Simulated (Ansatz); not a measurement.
I need a relaxation of cell and ions of ScAl3, space group Pm-3m. Use Ansatz 0.2.0, Python API. Settings: PBE, PAW, cutoff 517 eV, 6×6×6 k-points, Fermi-Dirac smearing of 0.1 eV.

```
CELL_PARAMETERS angstrom
4.08781 0.00000 0.00000
0.00000 4.08781 0.00000
0.00000 0.00000 4.08781
ATOMIC_POSITIONS crystal
Sc 0.00000 0.00000 0.00000
Al 0.50000 0.00000 0.50000
Al 0.00000 0.50000 0.50000
Al 0.50000 0.50000 0.00000
```

`scal3_vcrelax.py`:
```python
"""Relax cell and ions of ScAl3."""

import ansatz as az
from ase import Atoms
from ase.neighborlist import neighbor_list
import numpy as np

def edges_and_angles(cell):
    cell = np.asarray(cell)
    a, b, c = np.linalg.norm(cell, axis=1)
    cosines = cell[1] @ cell[2] / (b * c), cell[0] @ cell[2] / (a * c), cell[0] @ cell[1] / (a * b)
    return (a, b, c, *np.degrees(np.arccos(cosines)))

structure = (
    az.Lattice.of((4.08780657, 0.0, 0.0), (0.0, 4.08780657, 0.0), (0.0, 0.0, 4.08780657))
    .atom("Sc", (0.0, 0.0, 0.0))
    .atom("Al", (0.5, 0.0, 0.5))
    .atom("Al", (0.0, 0.5, 0.5))
    .atom("Al", (0.5, 0.5, 0.0))
)

# only the volume may change
setup = (
    structure.calculation()
    .functional("pbe")
    .pseudopotentials("paw")
    .basis(38 * az.Ry)
    .kpoints(spacing=0.26)
    .occupations("fermi_dirac", width=0.1)
    .relax(force_tolerance=0.03, max_steps=60, fix_cell=["shape"])
)
steps = []


def collect(event):
    if event["event"] == "relax_step":
        steps.append(event["data"])


res = setup.session().plan().execute(on_event=collect)
r = res.report
print("step   energy (eV)     max comp. (eV/A)   P (GPa)  SCF")
for s in steps:
    print(f"{s['step']:4d} {s['lagrangian_ev']:15.5f} {s['allowed_force_max_ev_ang']:12.4f} {s['pressure_gpa']:10.3f} {s['n_scf']:5d}")

first, last = steps[0], steps[-1]
symbols = [site.symbol for site in res.lattice.sites]
print(f"energy gained {first['lagrangian_ev'] - last['lagrangian_ev']:.4f} eV in {len(steps) - 1} steps")
for label, vectors in (("before", first["cell_ang"]), ("after", res.lattice.cell_ang)):
    print(label, "a b c (A) {:.4f} {:.4f} {:.4f}  angles {:.2f} {:.2f} {:.2f}".format(*edges_and_angles(vectors)), f" V = {abs(np.linalg.det(vectors)):.3f} A^3")
print("final stress xx yy zz (GPa, compression positive):", np.round(np.diag(r["stress_gpa"]), 3) + 0.0)

print("atom   start x y z (A)              end x y z (A)")
for symbol, a, b in zip(symbols, first["positions_ang"], last["positions_ang"]):
    print(f"{symbol:3s}", " ".join(f"{v:8.4f}" for v in a), "  ", " ".join(f"{v:8.4f}" for v in b))

print("relaxed fractional positions")
for site in res.lattice.sites:
    print(f"  {site.symbol:2s}", " ".join(f"{v % 1:8.5f}" for v in np.round(site.position_frac, 5)))

final = Atoms(symbols, positions=last["positions_ang"], cell=res.lattice.cell_ang, pbc=True)
i, j, d = neighbor_list("ijd", final, 4.5)
print("neighbours within 1.2 times the shortest distance of each atom (A)")
for atom in range(len(final)):
    near = [m for m in np.argsort(d) if i[m] == atom]
    shell = [m for m in near if d[m] < 1.2 * d[near[0]]]
    print(f"{symbols[atom]}{atom} ({len(shell)}):", ", ".join(f"{symbols[j[m]]} {d[m]:.3f}" for m in shell))

for key in ("converged", "n_iterations", "n_electrons", "n_kpoints", "n_pw", "n_symmetry_ops", "free_energy_ev", "fermi_energy_ev"):
    print(f"{key:18s} {r[key]}")
```

```console
$ python scal3_vcrelax.py
step   energy (eV)     max comp. (eV/A)   P (GPa)  SCF
   1     -3750.14815       0.0000      1.200     6
   2     -3750.15006       0.0000     -0.770     5
   3     -3750.15161       0.0000     -0.017     4
   4     -3750.15162       0.0000     -0.018     5
energy gained 0.0035 eV in 3 steps
before a b c (A) 4.0878 4.0878 4.0878  angles 90.00 90.00 90.00  V = 68.308 A^3
after a b c (A) 4.1067 4.1067 4.1067  angles 90.00 90.00 90.00  V = 69.260 A^3
final stress xx yy zz (GPa, compression positive): [-0.018 -0.018 -0.018]
atom   start x y z (A)              end x y z (A)
Sc    0.0000   0.0000   0.0000      0.0000  -0.0000  -0.0000
Al    2.0439   0.0000   2.0439      2.0534   0.0000   2.0534
Al    0.0000   2.0439   2.0439      0.0000   2.0534   2.0534
Al    2.0439   2.0439   0.0000      2.0534   2.0534   0.0000
relaxed fractional positions
  Sc  0.00000  0.00000  0.00000
  Al  0.50000  0.00000  0.50000
  Al  0.00000  0.50000  0.50000
  Al  0.50000  0.50000  0.00000
neighbours within 1.2 times the shortest distance of each atom (A)
Sc0 (12): Al 2.904, Al 2.904, Al 2.904, Al 2.904, Al 2.904, Al 2.904, Al 2.904, Al 2.904, Al 2.904, Al 2.904, Al 2.904, Al 2.904
Al1 (12): Al 2.904, Al 2.904, Al 2.904, Al 2.904, Sc 2.904, Sc 2.904, Al 2.904, Al 2.904, Al 2.904, Al 2.904, Sc 2.904, Sc 2.904
Al2 (12): Al 2.904, Al 2.904, Al 2.904, Al 2.904, Al 2.904, Sc 2.904, Sc 2.904, Al 2.904, Al 2.904, Al 2.904, Sc 2.904, Sc 2.904
Al3 (12): Sc 2.904, Al 2.904, Sc 2.904, Al 2.904, Al 2.904, Al 2.904, Al 2.904, Al 2.904, Al 2.904, Al 2.904, Sc 2.904, Sc 2.904
converged          True
n_iterations       5
n_electrons        20.0
n_kpoints          20
n_pw               1839
n_symmetry_ops     48
free_energy_ev     -3750.151618148894
fermi_energy_ev    9.179127407233409
```

Total energies depend on the potentials; only differences at equal settings carry meaning. A total without «per atom» is that of the cell as typed. No spin polarisation was allowed. Forces vanish by symmetry, so the ions can't move, and the end may be a saddle. For a metal this k-point mesh is coarse: on a finer one energies can move by several to tens of meV an atom and pressures by half a GPa or more, differences at one mesh by less. The zero of the levels is a convention of the potentials, so an absolute Fermi energy is no work function. Energies along a relaxation are free energies. Rows at an unchanged volume are solved on a plane-wave basis chosen afresh for that cell, so the energy jumps there and such rows are no steps of the walk. The structure comes from a database of computed cells and needn't be a stable or known phase. Wall time of the script: 6.4 s on 1 thread of Arm Neoverse V1, on a shared host, peak memory 0.45 GiB.
